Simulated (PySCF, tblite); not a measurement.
# C₅H₈FN: geometry, infrared bands and NMR shifts

What infrared bands and NMR shifts should C₅H₈FN (`C[C@H](F)CCC#N`) show?

The runs use tblite 0.8.0 and PySCF 2.14.0, with density-fitted response routines of our own; the level of theory stands in each step. All values are computed, except where a source is named. Atoms are numbered from 0 throughout.

## (1) Starting geometry

15 atoms, charge 0, multiplicity 1; geometry from: force field or distance geometry start.

Bonds of the start (Å): C0–C1 1.51, C1–F2 1.34, C1–C3 1.53, C3–C4 1.52, C4–C5 1.46, C5–N6 1.17, C0–H7 1.10, C0–H8 1.10, C0–H9 1.10, C1–H10 1.09, C3–H11 1.10, C3–H12 1.11, C4–H13 1.10, C4–H14 1.10.

## (2) Optimising the geometry with GFN2-xTB

The job: settings as JSON, then the geometry in Å.

```
{"job": {"kind": "relax", "xc": "GFN2-xTB", "basis": "xTB"}, "charge": 0, "multiplicity": 1}
C     -1.853700     0.602700     0.917900
C     -0.627700     0.737600     0.042300
F     -1.013900     1.050200    -1.207000
C      0.159100    -0.568700    -0.028200
C      1.383800    -0.471800    -0.921500
C      2.416300     0.392800    -0.351300
N      3.229200     1.078700     0.126100
H     -1.596300     0.358300     1.955500
H     -2.415000     1.544300     0.919100
H     -2.539100    -0.165200     0.530600
H     -0.002300     1.551700     0.419000
H     -0.497200    -1.360600    -0.426100
H      0.453600    -0.889800     0.997700
H      1.806200    -1.474000    -1.079400
H      1.092500    -0.090500    -1.916600
```

The run is started by

```
$ OMP_NUM_THREADS=1 python probes_run.py task.json out
```

One launch serves the whole session: the jobs run in the order shown.

**Question.** This job is followed by: GFN2-xTB harmonic vibrations, gas phase; GIAO PBE0/pcSseg-1 NMR shielding, non-relativistic, gas phase. What will the session give for the following? strongest single infrared mode (GFN2-xTB); zero-point energy (GFN2-xTB); 13C shifts against TMS (PBE0/pcSseg-1); 1H shifts against TMS (PBE0/pcSseg-1, means over atoms taken as alike); 19F shifts against CFCl3 (PBE0/pcSseg-1); 15N shifts against NH3 (PBE0/pcSseg-1).

**Answer**, as computed:

| quantity | value |
| --- | --- |
| strongest single infrared mode (GFN2-xTB) | 2415 cm⁻¹, 182 km/mol |
| zero-point energy (GFN2-xTB) | 75.9 kcal/mol |
| 13C shifts against TMS (PBE0/pcSseg-1) | 124.0, 90.5, 38.1, 23.5, 14.2 ppm |
| 1H shifts against TMS (PBE0/pcSseg-1, means over atoms taken as alike) | 5.13, 2.73, 2.32, 1.71, 1.53, 1.45 ppm |
| 19F shifts against CFCl3 (PBE0/pcSseg-1) | -214.3 ppm |
| 15N shifts against NH3 (PBE0/pcSseg-1) | 300.1 ppm |

In words: Relaxing lowered the energy by 0.114 eV in 56 steps; the close pair that moved most is C1–F2, from 1.344 to 1.388 Å. No mode is imaginary among the 39: a minimum at this level. The strongest single mode, at 2415 cm⁻¹, moves mainly C5 and N6. Unscaled tight-binding wavenumbers are off by several per cent, some by more. Its intensities can rank the bands wrongly. The most deshielded carbon is C5 (nitrile carbon), at 124.0 ppm: typical of a nitrile. The most deshielded hydrogen is H10 (hydrogen on an sp3 CH bonded to F), at 5.13 ppm: its carbon carries F, an electronegative neighbour. At PBE0/pcSseg-1: The widest tensor belongs to N6: span 509 ppm, with a paramagnetic part of -372 ppm.
